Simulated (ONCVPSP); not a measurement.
**Pseudopotential generation for ruthenium: ONCV, PBEsol**

Task: generate the file, and judge it by its errors in other configurations, its logarithmic derivatives, its ghosts and its cutoff.

Program: ONCVPSP 4.0.1.1 (patched build). Reference atom: PBEsol, scalar-relativistic, spherical and spin-unpolarised. All values are calculated.

## (1) The design

The settings as typed:

```
element                 : ruthenium (Ru, Z = 44)
type                    : optimised norm-conserving Vanderbilt (ONCV)
frozen core             : [Ar] 3d10
valence charge          : 16
reference configuration : 4s2 4p6 4d7 (charge +1)
partial waves           : 4s: rc 1.20 bohr, ncon 4, nbas 9, qcut 6.5 1/bohr, 2 projectors, debl 2.1 Ha; 4p: rc 1.10 bohr, ncon 3, nbas 6, qcut 8.2 1/bohr, 3 projectors, debl 2.5 Ha; 4d: rc 1.45 bohr, ncon 3, nbas 6, qcut 6.2 1/bohr, 1 projector
local potential         : polynomial inside 0.90 bohr (lpopt 5, dvloc0 0 Ha)
core correction         : Teter function, fcfact 5.25, rcfact 1.6
```

## (2) Generating the potential

Input file Ru.dat:

```
# ATOM AND REFERENCE CONFIGURATION
# atsym  z   nc   nv     iexc    psfile
  Ru 44.00    6    3  -116133      upf
#
#   n    l    f
    1    0    2.00
    2    0    2.00
    2    1    6.00
    3    0    2.00
    3    1    6.00
    3    2   10.00
    4    0    2.00
    4    1    6.00
    4    2    7.00
#
# PSEUDOPOTENTIAL AND OPTIMIZATION
# lmax
    2
#
#   l,   rc,      ep,       ncon, nbas, qcut
    0    1.20    0.00    4    9    6.50
    1    1.10    0.00    3    6    8.20
    2    1.45    0.00    3    6    6.20
#
# LOCAL POTENTIAL
# lloc, lpopt,  rc(5),   dvloc0
    4    5    0.90    0.00
#
# VANDERBILT-KLEINMAN-BYLANDER PROJECTORs
# l, nproj, debl
    0    2    2.10
    1    3    2.50
    2    1    1.40
#
# MODEL CORE CHARGE
# icmod, fcfact, rcfact
    3    5.25    1.60
#
# LOG DERIVATIVE ANALYSIS
# epsh1, epsh2, depsh
   -5.00    5.00    0.04
#
# OUTPUT GRID
# rlmax, drl
    6.00    0.01
#
# TEST CONFIGURATIONS
# ncnf
    4
# nvcnf
#   n    l    f
    4
    4    0    2.00
    4    1    6.00
    4    2    7.00
    5    0    1.00
#
    3
    4    0    2.00
    4    1    6.00
    4    2    6.00
#
    3
    4    0    2.00
    4    1    6.00
    4    2    5.00
#
    5
    4    0    2.00
    4    1    6.00
    4    2    6.00
    5    0    1.00
    5    1    1.00
#
```

Run with:

```bash
$ oncvpsp.x < Ru.dat > Ru.out
```

Before running it: what results should come out? Wanted: cutoffs for 1 and 0.1 mHa per electron, occupied waves; bound ghosts; GHOST(+) flags; largest test error; largest phase difference near zero energy, channels read; rms error of d²Exc/dn², without and with the model core; projector energies reset by the program.

The runs gave:

| quantity | value |
| --- | --- |
| cutoffs for 1 and 0.1 mHa per electron, occupied waves | 92 Ha and 164 Ha |
| bound ghosts | none found |
| GHOST(+) flags | s at 120 eV, p at 446 eV, p at 2984 eV (1 near or above the test basis's cutoff) |
| largest test error (AE − PS) | -2.1 meV, for 4s2 4p6 4d6 |
| largest phase difference near zero energy, channels read | 0.000 rad |
| rms error of d²Exc/dn², without and with the model core | 3.29 and 3.61 mHa |
| projector energies reset by the program | s: -3.076, 0.250 Ha |

What this shows: The worst unpolarised test, 4s2 4p6 4d6, is off by 2.1 meV on 18.2 eV; by total energies transferability rates as very good. The potential is very hard: the looser tolerance needs 92 Ha. At the looser tolerance the 4s wave is the slowest; 4p needs 33 Ha. The program's ghost test flags no bound state. Near zero energy the phases of the channels with partial waves agree within 0.001 rad. The program also flags highly localised states, GHOST(+) (s, p). All of this concerns the isolated atom, not yet a solid.
